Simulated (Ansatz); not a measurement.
# Li12NO: the cost of one run

Program: Ansatz 0.2.0. Level of theory: DFT PBE, scalar-relativistic, plane waves, PAW. These are calculated values, not measurements.

14 further runs of the same task are left out: 1 that didn't finish, 13 set aside as unsound or not needed.

### 1 The system as given

The structure is monoclinic, space group Cm (No. 8). The conventional cell has a = 9.708 Å, b = 6.865 Å, c = 22.683 Å, α = 90.00°, β = 90.00°, γ = 90.00°. Around Li (site symmetry m) lie 6 Li at 2.90 to 2.97 Å. Around Li (site symmetry 1) lie 6 Li at 2.90 to 2.97 Å. Li (site symmetry 1) has 8 Li at 2.90 to 2.97 Å as nearest neighbours. Around Li (site symmetry m) lie 14 Li at 2.90 to 3.43 Å and 1 N at 3.31 Å. Li (site symmetry m) has 8 Li at 2.90 to 2.97 Å as nearest neighbours. Li (site symmetry m) has 6 Li at 2.91 to 2.97 Å as nearest neighbours. Around Li (site symmetry 1) lie 1 N at 2.08 Å. Only part of the 11 independent sites is listed.

Coordinates:

```
Li N O
1.0
     5.94517    0.00000    0.00000
    -1.98172    5.60516    0.00000
     0.00000    0.00000   22.68313
Li N O
12 1 1
Cartesian
  0.9909 1.4013 4.0000
  0.0000 4.2039 4.0000
  3.9634 1.4013 4.0000
  2.9726 4.2039 4.0000
  0.0000 0.0000 6.3382
  -0.9909 2.8026 6.3382
  2.9726 0.0000 6.3382
  1.9817 2.8026 6.3382
  0.9909 1.4013 8.6831
  0.0000 4.2039 8.6831
  3.9634 1.4013 8.6831
  2.9726 4.2039 8.6831
  4.2937 3.2697 9.5431
  4.2937 3.2697 10.7231
```

This is the geometry of the first run shown, built on a cell relaxed beforehand with the same method.

### 2 What is varied

Atoms count from 1 in the order of the input.

NO stands on one site of a rigid substrate while its tilt and height are varied at a fixed bond length.

- tilt of the N13-O14 axis from the surface normal: 7 values from 0 to 90 °
- height of N13 above the plane of Li9: 6 values from 0.86 to 2.41 Å

Nothing else is relaxed. Points are written as (first, second).

### 3 The run at (0°, 0.86 Å)

The cell repeats along c, and a dipole correction in the vacuum removes the field between the copies.

Input file input.yaml:

```yaml
crystal:
  lattice:
    - [5.9451735978, 0.0, 0.0]
    - [-1.9817245326, 5.6051634218, 0.0]
    - [0.0, 0.0, 22.6831262891]
  atoms:
    - { symbol: Li, position: [0.25, 0.25, 0.1763425354] }
    - { symbol: Li, position: [0.25, 0.75, 0.1763425354] }
    - { symbol: Li, position: [0.75, 0.25, 0.1763425354] }
    - { symbol: Li, position: [0.75, 0.75, 0.1763425354] }
    - { symbol: Li, position: [0.0, 0.0, 0.2794233694] }
    - { symbol: Li, position: [0.0, 0.5, 0.2794233694] }
    - { symbol: Li, position: [0.5, 0.0, 0.2794233694] }
    - { symbol: Li, position: [0.5, 0.5, 0.2794233694] }
    - { symbol: Li, position: [0.25, 0.25, 0.3828011262] }
    - { symbol: Li, position: [0.25, 0.75, 0.3828011262] }
    - { symbol: Li, position: [0.75, 0.25, 0.3828011262] }
    - { symbol: Li, position: [0.75, 0.75, 0.3828011262] }
    - { symbol: "N", position: [0.9166666667, 0.5833333333, 0.4207147713], spin: 1.0 }
    - { symbol: O, position: [0.9166666667, 0.5833333333, 0.4727358192] }
basis:
  ecutwfc: 420
kpoints:
  mp_grid: { grid: [5, 5, 1] }
hamiltonian:
  xc: pbe
scf:
  occupations: { method: gaussian, width: 0.1 }
output:
  forces: true
  eigenvalues: true
  populations: true
magnetization:
  spin_polarized: true
efield:
  axis: 3
  dipole_correction: true
  ramp_width: 0.04
```

The run is started by

```console
> ansatz run input.yaml --threads 4 --pin off --max-ram 12288MiB --backend cpu --events-out ev --progress --plain --runs-dir out
```

What time and memory should one allow on 4 threads of Arm Neoverse V1, shared host?

About 27 s, with a peak of 1.3 GiB.
